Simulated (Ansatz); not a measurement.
# BrF3H2Zr: the cost of one run

Program: Ansatz 0.2.0. Level of theory: RKS PBE-D4/def2-SVP. These are calculated values, not measurements.

### 1 Starting point

Bond lengths: Zr1–Br2 3.264 Å, Zr1–F3 1.838 Å, Zr1–F4 1.841 Å, Zr1–F5 1.841 Å. Angles: Br2–Zr1–F3 93.6°, Br2–Zr1–F4 109.0°, Br2–Zr1–F5 107.0°, F3–Zr1–F4 108.8°, F3–Zr1–F5 109.5°, F4–Zr1–F5 124.5°.

Coordinates:

```xyz
7

Zr   -0.2892   -0.2347   -0.7979
Br    1.4825   -0.9430    1.8502
F     0.0837   -1.8366   -1.6178
F    -2.0713   -0.2055   -0.3367
F     0.5824    1.1254   -1.6814
H     0.3903    0.6918    1.4699
H    -0.1785    1.4026    1.1136
```

### 2 A restrained relaxation towards end A

Springs on the bonds that form and break draw the guess towards this end; the thresholds are loose.

Input file input.yaml:

```yaml
crystal:
  periodic: [false, false, false]
  atoms:
    - { symbol: Zr, position_ang: [-0.2892, -0.2347, -0.7979] }
    - { symbol: Br, position_ang: [1.4825, -0.943, 1.8502] }
    - { symbol: F, position_ang: [0.0837, -1.8366, -1.6178] }
    - { symbol: F, position_ang: [-2.0713, -0.2055, -0.3367] }
    - { symbol: F, position_ang: [0.5824, 1.1254, -1.6814] }
    - { symbol: H, position_ang: [0.3903, 0.6918, 1.4699] }
    - { symbol: H, position_ang: [-0.1785, 1.4026, 1.1136] }
basis:
  gaussian: { orbitals: def2-SVP }
hamiltonian:
  xc: pbe
  dispersion: d4
relax:
  f_tol: 0.15
  max_steps: 25
  restrain:
    - { distance: [0, 6], at: 3.36, k: 30.0 }
    - { distance: [5, 1], at: 2.81, k: 30.0 }
    - { distance: [0, 1], at: 2.95, k: 30.0 }
    - { distance: [5, 6], at: 0.62, k: 30.0 }
output:
  orbitals: {}
```

Launch:

```sh
ansatz run input.yaml --threads 2 --pin off --max-ram 3072MiB --backend cpu --events-out ev --progress --plain --runs-dir out
```

Q: Estimate wall time and peak memory on 2 threads of Arm Neoverse V2, shared host.

About 15 s, with a peak of 0.17 GiB.
